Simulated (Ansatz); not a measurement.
# Ho3F2: the cost of one run

Computed with Ansatz 0.2.0 (DFT PBE, scalar-relativistic, plane waves, PAW; 4f electrons in the core of a trivalent norm-conserving potential, unless a step's input says otherwise).

**1. The structure to begin with**

Symmetry: P-4m2, No. 115, tetragonal system. Conventional cell: a = 3.526 Å, b = 3.526 Å, c = 7.207 Å, α = 90.00°, β = 90.00°, γ = 90.00°. Ho (site symmetry 2mm) has 5 F at 2.60 to 2.69 Å in its first shell of neighbours. Ho (site symmetry -4m2) has 4 F at 2.58 Å in its first shell of neighbours. F (site symmetry 2mm) is surrounded by 7 Ho at 2.58 to 2.69 Å.

As a file:

```xyz
5
Lattice="3.5260 0.0000 0.0000 0.0000 3.5260 0.0000 0.0000 0.0000 7.2074" Properties=species:S:1:pos:R:3 pbc="T T T"
Ho    0.0000    1.7630    2.6325
Ho    1.7630    0.0000    4.5749
Ho    1.7630    1.7630    0.0000
F     1.7630    0.0000    1.8895
F     0.0000    1.7630    5.3179
```

The cell is invented: species swapped into a database cell of Er2Se3 (P-4m2, No. 115), with F on the Er sites and Ho on the Se sites. The dimensions are guesses.

**2. The guess as it stands, on a coarse mesh**

File input.yaml:

```yaml
crystal:
  lattice:
    - [3.52602357, 0.0, 0.0]
    - [0.0, 3.52602357, 0.0]
    - [0.0, 0.0, 7.20740161]
  atoms:
    - { symbol: Ho, position: [0.0, 0.5, 0.36525381] }
    - { symbol: Ho, position: [0.5, 0.0, 0.63474619] }
    - { symbol: Ho, position: [0.5, 0.5, 0.0] }
    - { symbol: F, position: [0.5, 0.0, 0.26215757] }
    - { symbol: F, position: [0.0, 0.5, 0.73784243] }
basis:
  ecutwfc: 690
kpoints:
  mp_grid: { grid: [6, 6, 4] }
hamiltonian:
  xc: pbe
  pseudopotentials:
    kind: paw
    azcp: { Ho: "pseudopotentials/pbe/nc/lanthanide_3plus/Ho.nc.azcp" }
scf:
  occupations: { method: gaussian, width: 0.1 }
  lower_state_search: "off"
output:
  forces: true
  stress: true
  eigenvalues: true
```

The run is started by

```
ansatz run input.yaml --threads 1 --pin off --max-ram 2560MiB --backend cpu --events-out ev --progress --plain --runs-dir out
```

Q: Estimate wall time and peak memory on 1 thread of Arm Neoverse V2, shared host.

About 12 s, with a peak of 0.37 GiB.
